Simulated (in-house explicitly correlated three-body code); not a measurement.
# Two electrons around a charge of +2.3: exact states and exact Kohn–Sham parts

Aim: the lowest states of two electrons around a charge of +2.3 to near-exact accuracy, with their sizes and correlation, then the exact Kohn–Sham parts of the ground state and the errors of common functionals.

Program: in-house explicitly correlated three-body code version 1. Level of theory: two electrons, non-relativistic, variational in exponentially correlated functions. These are calculated values, not measurements, unless marked.

### 1 Starting point

* charge of the centre: +2.3
* mass of the centre: infinite
* interactions: Coulomb
* basis: 260 functions exp(−a r1 − b r2 − g r12) a state, exponent ranges optimised
* units: hartree and bohr; relativity and QED are left out

### 2 The run

Settings:

```ini
Z = 2.3
interaction_strength = 1.0
functions = 260
states_tried = 13
```

Command:

```sh
$ python run_hyl.py task.json out
```

Before running it: what results should come out? Wanted: ground-state energy; binding of the second electron; ⟨r12⟩, ⟨cos θ12⟩; resonance line 1 ¹S–2 ¹P; polarisability of the ground state; Ts, Ex, Ec; exact less Hartree–Fock.

The runs gave:

| quantity | value |
| --- | --- |
| ground-state energy | -4.00666745 hartree |
| binding of the second electron | 37.053 eV |
| ⟨r12⟩, ⟨cos θ12⟩ | 1.190 bohr, -0.0563 |
| resonance line 1 ¹S–2 ¹P | 31.371 eV, f = 0.3446 |
| polarisability of the ground state | 0.68375 bohr³ |
| Ts, Ex, Ec (Kohn–Sham) | 3.96880, -1.21273, -0.04264 hartree |
| exact less Hartree–Fock | -0.04260 hartree |

What this shows: The second electron is bound by 37.05 eV, and the mean cosine of -0.056 shows the electrons leaning only slightly to opposite sides. The virial ratio −T/E is 1.0000000, where an exact Coulomb state gives 1. Exchange puts 2 ³S 1.12 eV under 2 ¹S. On the exact density BP86 errs least (+0.3 millihartree) and LDA PW92 most (+90.8). Self-consistent top levels of the semilocal functionals lie +9.7 to +11.2 eV from minus the binding energy, the exact Kohn–Sham level.
